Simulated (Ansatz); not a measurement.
# Lu2Si2P: the cost of one run

Method: DFT PBE, scalar-relativistic, plane waves, PAW, in Ansatz 0.2.0.

### Step 1. The system as given

The structure is orthorhombic, space group Pmmm (No. 47). The conventional cell has a = 4.809 Å, b = 4.850 Å, c = 4.890 Å, α = 90.00°, β = 90.00°, γ = 90.00°. Lu (site symmetry mmm) is surrounded by 4 Si at 2.40 to 2.43 Å. Lu (site symmetry mmm) has 2 Si at 2.44 Å as nearest neighbours. Si (site symmetry mmm) is surrounded by 2 Lu at 2.43 Å and 2 P at 2.44 Å. Si (site symmetry mmm) has 4 Lu at 2.40 to 2.44 Å as nearest neighbours. P (site symmetry mmm) is surrounded by 2 Si at 2.44 Å.

Coordinates:

```
CELL_PARAMETERS angstrom
4.80884 0.00000 0.00000
0.00000 4.85019 0.00000
0.00000 0.00000 4.88968
ATOMIC_POSITIONS crystal
Lu 0.00000 0.50000 0.50000
Lu 0.50000 0.50000 0.00000
Si 0.00000 0.00000 0.50000
Si 0.50000 0.50000 0.50000
P 0.00000 0.00000 0.00000
```

Recipe of the guess: random cell by space group and Wyckoff sites (Pmmm, No. 47). Lengths come from tabulated atomic sizes and are only a guess.

### Step 2. A first look at the guess

input.yaml

```yaml
crystal:
  lattice:
    - [4.80884408, 0.0, 0.0]
    - [0.0, 4.85018631, 0.0]
    - [0.0, 0.0, 4.88967991]
  atoms:
    - { symbol: Lu, position: [0.0, 0.5, 0.5] }
    - { symbol: Lu, position: [0.5, 0.5, 0.0] }
    - { symbol: Si, position: [0.0, 0.0, 0.5] }
    - { symbol: Si, position: [0.5, 0.5, 0.5] }
    - { symbol: P, position: [0.0, 0.0, 0.0] }
basis:
  ecutwfc: 420
kpoints:
  mp_grid: { grid: [4, 4, 4] }
hamiltonian:
  xc: pbe
scf:
  occupations: { method: gaussian, width: 0.1 }
  lower_state_search: "off"
output:
  forces: true
  stress: true
  eigenvalues: true
```

Command:

```sh
ansatz run input.yaml --threads 1 --pin off --max-ram 2560MiB --backend cpu --events-out ev --progress --plain --runs-dir out
```

Q: Estimate wall time and peak memory on 1 thread of Arm Neoverse N1, shared host.

About 21 s, with a peak of 0.41 GiB.
